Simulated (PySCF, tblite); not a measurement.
**C₇H₁₇OP: geometry, infrared bands and NMR shifts**

Aim: predict the infrared bands and NMR shifts of C₇H₁₇OP (`CC[P@](C)(=O)C(C)(C)C`).

Programs: tblite 0.8.0 and PySCF 2.14.0, with density-fitted response routines of our own. Each step states its level of theory. These are calculated values for one molecule in the gas phase, unless marked as measured. Atoms count from 0, in the outputs and in this text.

## 1. The starting structure

26 atoms, charge 0, multiplicity 1; geometry from: force field or distance geometry start.

Bonds of the start (Å): C0–C1 1.53, C1–P2 1.78, P2–C3 1.78, P2–O4 1.50, P2–C5 1.84, C5–C6 1.53, C5–C7 1.54, C5–C8 1.54, C0–H9 1.09, C0–H10 1.09, C0–H11 1.09, C1–H12 1.11, C1–H13 1.09, C3–H14 1.09, C3–H15 1.11, C3–H16 1.09, C6–H17 1.10, C6–H18 1.10, C6–H19 1.09, C7–H20 1.10, C7–H21 1.09, C7–H22 1.09, C8–H23 1.10, C8–H24 1.10, C8–H25 1.09.

## 2. Geometry optimisation with GFN2-xTB

What the job is given:

```
{"job": {"kind": "relax", "xc": "GFN2-xTB", "basis": "xTB"}, "charge": 0, "multiplicity": 1}
C      3.094500     0.434700    -0.486600
C      1.754600     0.487000     0.240100
P      0.370800    -0.061900    -0.736900
C      0.564100    -1.816500    -0.923200
O      0.305200     0.631800    -2.067100
C     -1.164600     0.224800     0.242400
C     -2.379700    -0.328400    -0.514800
C     -1.089000    -0.436500     1.630800
C     -1.374800     1.734000     0.441700
H      3.891100     0.792600     0.162800
H      3.318500    -0.584200    -0.804400
H      3.049500     1.063300    -1.378800
H      1.825500    -0.137900     1.158100
H      1.588500     1.509700     0.578300
H     -0.288400    -2.258800    -1.437200
H      0.663700    -2.311900     0.069700
H      1.465700    -2.042300    -1.492500
H     -2.310500    -1.422400    -0.631300
H     -3.315300    -0.113100     0.024900
H     -2.445100     0.105900    -1.507200
H     -2.018500    -0.261900     2.200600
H     -0.262400    -0.047300     2.218700
H     -0.950900    -1.515300     1.551700
H     -2.321300     1.934900     0.972900
H     -1.418500     2.258300    -0.521100
H     -0.573800     2.183900     1.022000
```

Launch:

```
$ OMP_NUM_THREADS=1 python probes_run.py task.json out
```

One launch serves the whole session: the jobs run in the order shown.

**Question.** This job is followed by: GFN2-xTB harmonic vibrations, gas phase; GIAO PBE0/pcSseg-1 NMR shielding, non-relativistic, gas phase. What will the session give for the following? strongest single infrared mode (GFN2-xTB); zero-point energy (GFN2-xTB); 13C shifts against TMS (PBE0/pcSseg-1, means over atoms taken as alike); 1H shifts against TMS (PBE0/pcSseg-1, means over atoms taken as alike); 31P shifts against H3PO4 (PBE0/pcSseg-1); 17O shifts against H2O (PBE0/pcSseg-1).

**Answer**, as computed:

```
                                                               quantity                             value
                              strongest single infrared mode (GFN2-xTB)             1261 cm⁻¹, 182 km/mol
                                           zero-point energy (GFN2-xTB)                    142.2 kcal/mol
13C shifts against TMS (PBE0/pcSseg-1, means over atoms taken as alike)   35.9, 24.8, 21.9, 10.1, 7.3 ppm
 1H shifts against TMS (PBE0/pcSseg-1, means over atoms taken as alike)  1.58, 1.34, 1.19, 1.17, 1.11 ppm
                               31P shifts against H3PO4 (PBE0/pcSseg-1)                          27.5 ppm
                                 17O shifts against H2O (PBE0/pcSseg-1)                          78.7 ppm
```

**Reading.** Over 47 steps the energy fell by 0.244 eV; of the close pairs, C1–P2 changed most, 1.781 to 1.850 Å. No mode is imaginary among the 72: a minimum at this level. The strongest single mode, at 1261 cm⁻¹, is carried by O4, P2, H13. GFN2-xTB is a fitted tight-binding method: band positions and strengths are rough. Its intensities can rank the bands wrongly. At PBE0/pcSseg-1: The widest tensor belongs to P2: span 210 ppm, with a paramagnetic part of -678 ppm.
